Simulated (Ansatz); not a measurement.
# Ta2Co7Ni7: the cost of one run

All numbers below are computed with Ansatz 0.2.0 (DFT PBE, scalar-relativistic, plane waves, PAW).

## (1) Starting point

The cell holds 16 atoms (Co7Ni7Ta2): a = 5.636 Å, b = 5.765 Å, c = 5.973 Å, α = 92.28°, β = 87.51°, γ = 85.05°.

7 Co, 7 Ni, 2 Ta were thrown into a skewed cell at random, at 1.00 times a reference volume of the solid, and pushed apart as soft spheres.

As a file:

```
CELL_PARAMETERS angstrom
5.62894 0.24765 0.12882
0.24765 5.75828 -0.11949
0.12882 -0.11949 5.97062
ATOMIC_POSITIONS crystal
Co 0.61079 0.13595 0.65118
Co 0.36478 0.33896 0.00613
Co 0.19849 0.73676 0.15054
Co 0.61996 0.54307 0.78498
Co 0.84836 0.87064 0.88571
Co 0.17871 0.60793 0.75483
Co 0.16151 0.44333 0.37389
Ni 0.41501 0.92381 0.90463
Ni 0.62969 0.72711 0.17095
Ni 0.41584 0.79266 0.52115
Ni 0.93299 0.44819 0.03172
Ni 0.58466 0.42553 0.39007
Ni 0.39482 0.08200 0.28997
Ni 0.85073 0.71685 0.50765
Ta 0.09510 0.15526 0.67618
Ta 0.90115 0.08708 0.27494
```

## (2) Stage at 2810 K

The cutoff is lowered while the worst contacts of the packing are taken out. One k point, a Fermi-Dirac width of 0.242 eV and a fixed cell.

File input.yaml:

```yaml
crystal:
  lattice:
    - [5.628937, 0.247652, 0.128821]
    - [0.247652, 5.758279, -0.119491]
    - [0.128821, -0.119491, 5.970624]
  atoms:
    - { symbol: Co, position: [0.6107851997, 0.1359510432, 0.6511830318] }
    - { symbol: Co, position: [0.3647822557, 0.3389649511, 0.0061329864] }
    - { symbol: Co, position: [0.1984876987, 0.7367611407, 0.1505445223] }
    - { symbol: Co, position: [0.6199573595, 0.5430672788, 0.7849835514] }
    - { symbol: Co, position: [0.848356238, 0.8706388229, 0.8857060999] }
    - { symbol: Co, position: [0.1787099376, 0.6079300288, 0.7548305118] }
    - { symbol: Co, position: [0.161511429, 0.4433347917, 0.3738859883] }
    - { symbol: Ni, position: [0.415011081, 0.9238097687, 0.9046258272] }
    - { symbol: Ni, position: [0.6296863125, 0.7271122456, 0.1709526542] }
    - { symbol: Ni, position: [0.4158414298, 0.7926559226, 0.5211480744] }
    - { symbol: Ni, position: [0.9329860127, 0.4481897815, 0.0317197863] }
    - { symbol: Ni, position: [0.5846565899, 0.4255330934, 0.3900713595] }
    - { symbol: Ni, position: [0.3948245219, 0.0819957727, 0.2899746111] }
    - { symbol: Ni, position: [0.8507308294, 0.7168499878, 0.5076465038] }
    - { symbol: Ta, position: [0.0951015019, 0.1552588102, 0.6761761057] }
    - { symbol: Ta, position: [0.9011526846, 0.0870777735, 0.2749416262] }
  symmetry: { detect: false }
basis:
  ecutwfc: 320
  xc_grid: 1
kpoints:
  mp_grid: { grid: [1, 1, 1], shift: [0.25, 0.25, 0.25] }
hamiltonian:
  xc: pbe
scf:
  occupations: { method: fermi_dirac, width: 0.2421 }
  lower_state_search: "off"
  convergence: { dr2_threshold: 1.0e-05 }
output:
  forces: true
  stress: true
md:
  timestep: 3.0
  n_steps: 24
  ensemble: nvt_langevin
  friction: 0.03
  temperature: 2810.0
  initial_velocities: maxwell_boltzmann
  seed: 34347
```

On the command line:

```console
$ ansatz run input.yaml --threads 2 --pin off --max-ram 5120MiB --backend cpu --events-out ev --progress --plain --runs-dir out
```

Q: Estimate wall time and peak memory on 2 threads of Intel Xeon Platinum 8375C at 2.90GHz (Ice Lake), shared host.

About 38 s, with a peak of 0.48 GiB.
